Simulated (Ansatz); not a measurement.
# CH₈AlNSi: up Jacob's ladder to CCSD(T)

How much do the methods differ for CH₈AlNSi? The plan is to run it at one geometry with functionals of several rungs and with coupled cluster, and see how far each lands from CCSD(T) at the basis-set limit for the atomisation energy.

Method: functionals in def2-TZVPP, the program's frozen cores in correlated methods; program: Ansatz 0.2.0, Gaussian basis.

Plan: LDA (SPW92), PBE-D4, revPBE-D4, BLYP-D4, r2SCAN-D4, B97M-V, PBE0-D4, B3LYP-D4, r2SCANh-D4, r2SCAN0-D4, HSE06-D4, BHLYP-D4, CAM-B3LYP-D4, LC-ωPBE, ωB97X-V, ωB97M-V, B2PLYP, PBE-QIDH; CCSD(T)/def2-SVP; CCSD(T)/def2-TZVPP; MP2/def2-QZVPP; extrapolation to the limit; RPA on PBE.

**1. The geometry**

The geometry comes from an earlier relaxation with PBE0-D4 in a triple-zeta def2 set; it is a stationary point, not always the lowest conformer.

SMILES `N[SiH2][CH2][AlH2]`, 12 atoms, charge 0, spin multiplicity 1.

Atoms are counted from 1 here; the program's logs count them from 0.

Bond lengths: N1–Si2 1.722 Å, N1–H5 1.008 Å, N1–H6 1.008 Å, Si2–C3 1.858 Å, Si2–H7 1.498 Å, Si2–H8 1.491 Å, C3–Al4 1.947 Å, C3–H9 1.097 Å, C3–H10 1.096 Å, Al4–H11 1.588 Å, Al4–H12 1.588 Å. Angles: Si2–N1–H5 119.6°, Si2–N1–H6 119.2°, H5–N1–H6 110.6°, N1–Si2–C3 111.0°, N1–Si2–H7 114.8°, N1–Si2–H8 105.7°, C3–Si2–H7 107.3°, C3–Si2–H8 111.6°, H7–Si2–H8 106.4°, Si2–C3–Al4 114.6°, Si2–C3–H9 107.9°, Si2–C3–H10 107.6°, Al4–C3–H9 108.9°, Al4–C3–H10 109.1°, H9–C3–H10 108.6°, C3–Al4–H11 120.5°, C3–Al4–H12 119.7°, H11–Al4–H12 119.8°.

**2. LDA**

This LDA is Slater exchange with PW92 correlation.

in.yaml

```yaml
crystal:
  periodic: [false, false, false]
  atoms:
    - {symbol: N, position_ang: [-0.922465, 2.123681, 0.226270]}
    - {symbol: Si, position_ang: [-0.834615, 0.403492, 0.215766]}
    - {symbol: C, position_ang: [0.843126, -0.175491, -0.333322]}
    - {symbol: Al, position_ang: [1.172923, -2.075633, -0.064997]}
    - {symbol: H, position_ang: [-0.697181, 2.638610, -0.610418]}
    - {symbol: H, position_ang: [-1.670864, 2.574765, 0.728655]}
    - {symbol: H, position_ang: [-1.845750, -0.271323, -0.658891]}
    - {symbol: H, position_ang: [-1.133906, -0.025087, 1.612040]}
    - {symbol: H, position_ang: [0.947022, 0.055102, -1.400570]}
    - {symbol: H, position_ang: [1.591294, 0.400296, 0.223954]}
    - {symbol: H, position_ang: [0.826566, -3.122756, -1.207830]}
    - {symbol: H, position_ang: [1.800850, -2.580755, 1.303345]}
basis:
  gaussian: {orbitals: def2-TZVPP}
hamiltonian: {xc: lda}
output: {orbitals: {seedname: orbitals}}
```

Command:

```console
> ansatz run in.yaml --threads 4 --pin off --events-out ev --progress --plain --max-ram 10444MiB
```

After this run come: PBE-D4 (GGA); revPBE-D4 (GGA); BLYP-D4 (GGA); r2SCAN-D4 (meta-GGA); B97M-V (meta-GGA); B3LYP-D4 (hybrid); r2SCANh-D4 (hybrid); r2SCAN0-D4 (hybrid); HSE06-D4 (hybrid); BHLYP-D4 (hybrid); CAM-B3LYP-D4 (range-separated); LC-ωPBE (range-separated); ωB97X-V (range-separated); ωB97M-V (range-separated); B2PLYP (double hybrid); PBE-QIDH (double hybrid); CCSD(T) in def2-SVP; CCSD(T) in def2-TZVPP; MP2 in def2-QZVPP; RPA on PBE orbitals.

**Question.** What will the summary of the whole plan be? Wanted: atomisation energy, CCSD(T)/CBS; farthest beyond LDA; mean size of error, GGA; mean size of error, meta-GGA; mean size of error, hybrid; mean size of error, range-separated; mean size of error, double hybrid; gap, smallest and largest; T1 diagnostic.

As calculated:

```
                               quantity                                                        value
        atomisation energy, CCSD(T)/CBS                                               928.7 kcal/mol
functionals within 4.6 kcal/mol (0.5 %)  PBE-D4, r2SCAN-D4, B3LYP-D4, CAM-B3LYP-D4, ωB97X-V, ωB97M-V
                    farthest beyond LDA                                   revPBE-D4 (-18.7 kcal/mol)
                mean size of error, GGA                                                 9.9 kcal/mol
           mean size of error, meta-GGA                                                 4.9 kcal/mol
             mean size of error, hybrid                                                 9.2 kcal/mol
    mean size of error, range-separated                                                 4.4 kcal/mol
      mean size of error, double hybrid                                                12.8 kcal/mol
              gap, smallest and largest                    3.63 eV (LDA (SPW92)), 10.76 eV (LC-ωPBE)
                          T1 diagnostic                                                       0.0101
triples share of the correlation energy                                                        3.5 %
```

The LDA atomisation energy is off by 103.3 kcal/mol (11 %): it overbinds. PBE-D4 misses by -2.4 kcal/mol. Double hybrids carry the basis error of their MP2 part in triple zeta, and no dispersion term here, so their miss is partly the set-up's. By mean error the best rung here is range-separated (4.4 kcal/mol) and the worst beyond LDA is double hybrid (12.8 kcal/mol). GGA functionals lie within the reference's doubt of that worst mean (9.9 kcal/mol), so those two tie. The gap between the best rungs is small, so their order is not settled. The reference freezes the cores and leaves out relativity and excitations past (T), so misses under about 4.6 kcal/mol can't be ranked. Hartree-Fock recovers 74 % of the binding; the rest is correlation. CCSD(T) in def2-SVP is off by -62.2 kcal/mol, worse than the median functional, from the basis alone. The gap grows from 3.6 to 10.8 eV across the functionals, mostly with the share of exact exchange.
